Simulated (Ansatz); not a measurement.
Task: a single point of Ca5Mg, space group P-62m, with Ansatz 0.2.0, Python API. Give the script and its output. Level of theory: r2SCAN, PAW, the default cutoff (500 eV here), 3×3×2 k-points, Fermi-Dirac smearing of 0.3 eV.

`POSCAR`
```text
Ca5Mg
1.0
   6.60661229    0.00000000    0.00000000
  -3.30330614    5.72149408    0.00000000
   0.00000000    0.00000000    6.21026900
Ca Mg
5 1
Direct
   0.67810561    0.00000000    0.50000000
   0.32189439    0.32189439    0.50000000
   0.00000000    0.67810561    0.50000000
   0.66666667    0.33333333    0.00000000
   0.33333333    0.66666667    0.00000000
   0.00000000    0.00000000    0.00000000
```

The script, `ca5mg.py`:
```python
"""SCF run for Ca5Mg."""

from pathlib import Path
import warnings

import ansatz as az
from ase.io import read
import numpy as np

warnings.simplefilter("ignore", az.DeckWarning)

atoms = read("POSCAR", format="vasp")
crystal = az.Crystal.from_ase(atoms)

# functional, basis and sampling
base = crystal.calculation()
base = base.functional(az.Functional.R2SCAN)
base = base.kpoints(density=1.9)
base = base.occupations("Fermi-Dirac", width=0.3)
base = base.mixing("anderson", ndim=12, beta=0.4).compute(band_table=True, density=True, potential=True, electron_localization_function=True, output_files={"volumetric_format": "npy"})
outcome = base.run(threads=1)
report = outcome.report

n_atoms = len(report["lattice"]["sites"])
print("F =", round(report["free_energy_ev"], 4), "eV for", n_atoms, "atoms")
print("E(sigma -> 0) =", round(report["energy_sigma0_ev"], 4), "eV, TS =", round(report["entropy_ts_ev"], 5), "eV")
print("closed by", report["closed_by"], "after", report["n_iterations"], "iterations")

fermi = report["fermi_energy_ev"]
print("levels less the Fermi level (eV) at the first k-points")
for k, levels in list(zip(report["kpoints_frac"], report["eigenvalues_ev"]))[:4]:
    print("k = ({:.3f}, {:.3f}, {:.3f})".format(*k))
    print("   ", " ".join(f"{e - fermi:.3f}" for e in levels))

folder = Path(outcome.write_results("fields"))
for name in sorted(p.name for p in folder.glob("*.npy")):
    field = np.load(folder / name)
    print(f"{name:16s} {str(field.shape):16s} min {field.min():10.4f}  mean {field.mean():10.4f}  max {field.max():10.4f}")
```

```console
$ python ca5mg.py
F = -11035.4754 eV for 6 atoms
E(sigma -> 0) = -11034.5458 eV, TS = 1.85914 eV
closed by deck_thresholds after 9 iterations
levels less the Fermi level (eV) at the first k-points
k = (0.000, 0.000, 0.000)
    -79.041 -44.138 -44.138 -44.131 -43.664 -43.654 -43.572 -43.557 -43.557 -23.817 -23.805 -23.805 -23.762 -23.743 -23.740 -23.740 -23.708 -23.708 -23.692 -23.660 -23.660 -23.644 -23.613 -23.613 -4.609 -1.232 -0.476 -0.476 -0.407 -0.127 -0.027 0.138 0.138 0.933 0.933 1.376 1.951 2.381 2.381 2.617 2.617 2.956 2.956 3.080 3.442 3.781 3.781 4.000 4.000 4.459 4.554 4.554
k = (0.000, 0.000, -0.500)
    -79.041 -44.138 -44.138 -44.131 -43.664 -43.654 -43.573 -43.557 -43.557 -23.810 -23.810 -23.797 -23.789 -23.740 -23.740 -23.724 -23.716 -23.716 -23.685 -23.665 -23.646 -23.646 -23.614 -23.614 -3.677 -3.284 -0.069 -0.069 0.198 0.324 0.324 0.326 0.535 0.785 0.785 0.902 1.242 1.242 1.704 2.344 2.840 2.840 3.097 3.097 3.636 3.636 4.062 4.062 4.471 4.471 4.559 4.672
k = (0.000, 0.333, 0.000)
    -79.041 -44.138 -44.138 -44.131 -43.662 -43.656 -43.568 -43.560 -43.558 -23.809 -23.806 -23.792 -23.775 -23.757 -23.750 -23.739 -23.720 -23.670 -23.667 -23.657 -23.654 -23.648 -23.642 -23.624 -4.029 -2.370 -1.077 -0.832 -0.318 -0.314 0.428 0.615 0.624 0.734 0.810 1.668 2.026 2.148 2.311 2.503 2.662 2.747 3.119 3.391 3.662 3.724 3.825 3.832 4.188 4.349 4.707 4.709
k = (0.000, 0.333, -0.500)
    -79.041 -44.138 -44.138 -44.131 -43.662 -43.656 -43.569 -43.560 -43.558 -23.815 -23.802 -23.800 -23.792 -23.753 -23.741 -23.734 -23.703 -23.673 -23.671 -23.653 -23.651 -23.650 -23.647 -23.626 -3.193 -2.715 -1.629 -1.191 -0.479 -0.286 0.011 0.159 1.032 1.186 1.506 1.684 1.909 1.947 2.021 2.253 2.451 2.980 3.111 3.309 3.545 3.654 3.660 3.740 4.273 4.393 4.502 4.506
elf.npy          (50, 50, 48)     min     0.0390  mean     0.3676  max     0.8654
rho.npy          (50, 50, 48)     min     0.0485  mean     0.2556  max    31.5103
v_es.npy         (50, 50, 48)     min   -96.9194  mean     1.9449  max     8.7104
v_tot.npy        (50, 50, 48)     min  -110.7571  mean    -6.2936  max     1.9110
```

These settings explore the input space; cutoff and mesh may be short of convergence. The computed bands are complete only to about 4.5 eV above the Fermi level. The mesh is modest for a metal, so energies can be off by several to tens of meV an atom and pressures by half a GPa or more; differences at equal mesh fare better. Densities and potentials on the grid are those of the valence electrons, and inside the cores they hang on the potentials used. The structure comes from a database of computed cells and needn't be a stable or known phase. Gaps and levels are Kohn-Sham values on a finite set of k-points. Cost: about 10 core-seconds.

(Lines on the test bed's own set-up are left out of the output.)
